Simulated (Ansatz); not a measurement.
# HAuS (SMILES [SH][Au]): a relaxed scan of the bond length S1–Au2

One table from this session's results is given with a row withheld; the runs are named, their logs left out.

The runs use Ansatz 0.2.0, Gaussian basis; single points in def2-TZVPP.

Levels: PBE-D4, r2SCAN-D4, PBE0-D4, B3LYP-D4, wB97M-V, Hartree-Fock, MP2, CCSD, CCSD(T). The scan takes 1.924, 1.990, 2.087, 2.199, 2.324, 2.459, 2.602, 2.752, 2.909 Å.

Correlated methods freeze the cores. Filled d shells of the heavier atoms are correlated. Core potentials replace the inner electrons past krypton, and spin-orbit coupling is left out. B3LYP uses VWN-RPA correlation.

19 further runs of the same task are left out: 19 set aside as unsound or not needed.

## Where the work starts

The minimum, relaxed at PBE0-D4: SMILES `[SH][Au]`, 3 atoms, charge 0, spin multiplicity 1.

Atoms are counted from 1 here; the program's logs count them from 0.

Bond lengths: S1–Au2 2.238 Å, S1–H3 1.346 Å. Angles: Au2–S1–H3 95.1°.

Coordinates:

```
S    -0.4501   -0.6492   -0.3285
Au    1.3933   -0.0089    0.7663
H    -0.9541    0.5934   -0.4511
```

Energies of the minimum (eV), from earlier single points: PBE-D4 -14542.55028, r2SCAN-D4 -14546.79973, PBE0-D4 -14542.06929, B3LYP-D4 -14547.94032, wB97M-V -14542.83404, CCSD(T) -14523.52046.

At the minimum the bond length S1–Au2 is 2.238 Å.

Set-up of the first run:

relax/in.yaml reads:

```yaml
crystal:
  periodic: [false, false, false]
  atoms:
    - {symbol: S, position_ang: [-0.450108, -0.649202, -0.328536]}
    - {symbol: Au, position_ang: [1.134963, -0.098674, 0.612870]}
    - {symbol: H, position_ang: [-0.954087, 0.593351, -0.451063]}
basis:
  gaussian: {orbitals: def2-TZVP}
hamiltonian: {xc: pbe0, dispersion: d4}
relax: {f_tol: 0.005, max_steps: 200, constraints: [{distance: [0, 1]}]}
```

The command line of these runs was not kept.

Steps of the session up to this table: S1–Au2 = 1.924 Å; S1–Au2 = 1.990 Å; S1–Au2 = 2.087 Å; S1–Au2 = 2.199 Å; S1–Au2 = 2.324 Å; S1–Au2 = 2.459 Å; S1–Au2 = 2.602 Å; S1–Au2 = 2.752 Å; S1–Au2 = 2.909 Å.

One of the session's tables, all rows but one given; the rest of the session is left out.

It belongs to the step «The curves». Energies less that of the minimum at the same level (eV):

```
bond length (Å)  PBE-D4  PBE0-D4  B3LYP-D4  wB97M-V  Hartree-Fock
          1.924   1.111    1.117     1.252    1.225         1.582
          1.990   0.616    0.617     0.722    0.698         0.965
          2.087       ?        ?         ?        ?             ?
          2.199   0.010    0.009     0.024    0.018         0.053
2.238 (minimum)   0.000    0.000     0.000    0.000         0.000
          2.324   0.045    0.050     0.017    0.033        -0.037
          2.459   0.239    0.258     0.178    0.225         0.066
          2.602   0.529    0.568     0.445    0.534         0.304
          2.752   0.865    0.930     0.766    0.908         0.623
          2.909   1.212    1.308     1.108    1.311         0.985
```

Q: Estimate the row for bond length (Å) = 2.087 from the others.

Worked estimate for «PBE-D4». A straight line through the neighbours (1.990, 0.616) and (2.199, 0.010) gives 0.616 + (0.010 − 0.616) × (2.087 − 1.990) / (2.199 − 1.990) = 0.335; a parabola fitted to 4 rows on both sides gives 0.220.

The run gave: PBE-D4: 0.192; PBE0-D4: 0.190; B3LYP-D4: 0.252; wB97M-V: 0.234; Hartree-Fock: 0.384. In «PBE-D4» the line misses by +0.143 and the parabola by +0.028.

Limits of these values: A polynomial through the near points puts the CCSD(T) minimum 0.002 Å below the PBE0-D4 value.
